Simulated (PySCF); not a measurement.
# MgSb (quartet): changing the method

Starting from one script, swap the method and compare what comes out for MgSb (quartet).

Method: method and basis as typed in the scripts; program: PySCF 2.14.0.

2 further runs of the same task are left out: 2 that didn't finish.

### Step 1. The starting structure

MgSb (quartet): 2 atoms, charge 0, spin multiplicity 4.

Bond lengths: Mg1–Sb2 2.448 Å.

### Step 2. The run that the others are compared with

input.py reads:

```python
from pyscf import gto, scf, mp

mol = gto.M(
    atom='Mg 0 0 0; Sb 0 0 2.448',
    basis='def2-svp',
    ecp={'Sb': 'def2-svp'},
    charge=0,
    spin=3,
    verbose=4,
)
mf = scf.UHF(mol)
mf.kernel()
mp.MP2(mf, frozen=5).kernel()
mf.dip_moment()
print('orbital energies (hartree):', [e[max(0, n-3):n+3].round(4) for e, n in zip(mf.mo_energy, mol.nelec)])
```

Launch:

```console
python input.py
```

### Step 3. Population analysis

Run 1 changes step after the SCF: mp2 → analyze.

Edit input.py of step 2 so:

```diff
@@ -1,2 +1,2 @@
-from pyscf import gto, scf, mp
+from pyscf import gto, scf
 
@@ -12,3 +12,3 @@
 mf.kernel()
-mp.MP2(mf, frozen=5).kernel()
+mf.mulliken_pop()
 mf.dip_moment()
```

### Step 4. MP2

Run 2 changes frozen orbitals: 5 → none.

Edit input.py of step 2 so:

```diff
@@ -12,3 +12,3 @@
 mf.kernel()
-mp.MP2(mf, frozen=5).kernel()
+mp.MP2(mf).kernel()
 mf.dip_moment()
```

### Step 5. Frozen orbitals 6

Run 3 changes frozen orbitals: 5 → 6.

Edit input.py of step 2 so:

```diff
@@ -12,3 +12,3 @@
 mf.kernel()
-mp.MP2(mf, frozen=5).kernel()
+mp.MP2(mf, frozen=6).kernel()
 mf.dip_moment()
```

### Step 6. R2scan (UKS)

Run 4 changes functional: none (Hartree–Fock) → r2scan; SCF type: UHF → UKS; step after the SCF: mp2 → analyze.

Edit input.py of step 2 so:

```diff
@@ -1,2 +1,2 @@
-from pyscf import gto, scf, mp
+from pyscf import gto, dft
 
@@ -10,5 +10,5 @@
 )
-mf = scf.UHF(mol)
+mf = dft.UKS(mol, xc='r2scan')
 mf.kernel()
-mp.MP2(mf, frozen=5).kernel()
+mf.mulliken_pop()
 mf.dip_moment()
```

### Step 7. Pbe (UKS)

Run 5 changes functional: none (Hartree–Fock) → pbe; SCF type: UHF → UKS; step after the SCF: mp2 → analyze.

Edit input.py of step 2 so:

```diff
@@ -1,2 +1,2 @@
-from pyscf import gto, scf, mp
+from pyscf import gto, dft
 
@@ -10,5 +10,5 @@
 )
-mf = scf.UHF(mol)
+mf = dft.UKS(mol, xc='pbe')
 mf.kernel()
-mp.MP2(mf, frozen=5).kernel()
+mf.mulliken_pop()
 mf.dip_moment()
```

### Step 8. Gradient

Run 6 changes step after the SCF: mp2 → gradient.

Edit input.py of step 2 so:

```diff
@@ -1,2 +1,2 @@
-from pyscf import gto, scf, mp
+from pyscf import gto, scf
 
@@ -12,3 +12,3 @@
 mf.kernel()
-mp.MP2(mf, frozen=5).kernel()
+mf.nuc_grad_method().kernel()
 mf.dip_moment()
```

Before running it: what results should come out? Wanted: for each run, E(SCF); from base; gap, α spin; SCF dipole; after the SCF.

As calculated:

```tsv
run	E(SCF) (hartree)	from base (eV)	cycles	gap, α spin (eV)	SCF dipole (D)	after the SCF
base	-438.791599	0	12	7.76	1.25	MP2 correlation -2.647 eV, core frozen
population analysis	-438.791599	0.0000	12	7.76	1.25	n/a
MP2	-438.791599	0.0000	12	7.76	1.25	MP2 correlation -3.054 eV
frozen orbitals 6	-438.791599	0.0000	12	7.76	1.25	MP2 correlation -2.611 eV, core frozen
r2scan (UKS)	-440.277381	not comparable	11	2.67	0.69	n/a
pbe (UKS)	-440.078678	not comparable	11	2.37	0.29	n/a
gradient	-438.791599	0.0000	12	7.76	1.25	n/a
```

In words: A lower total energy from another functional means nothing by itself. The dearest run is “r2scan (UKS)”, at 4.4 s against 0.94 s.
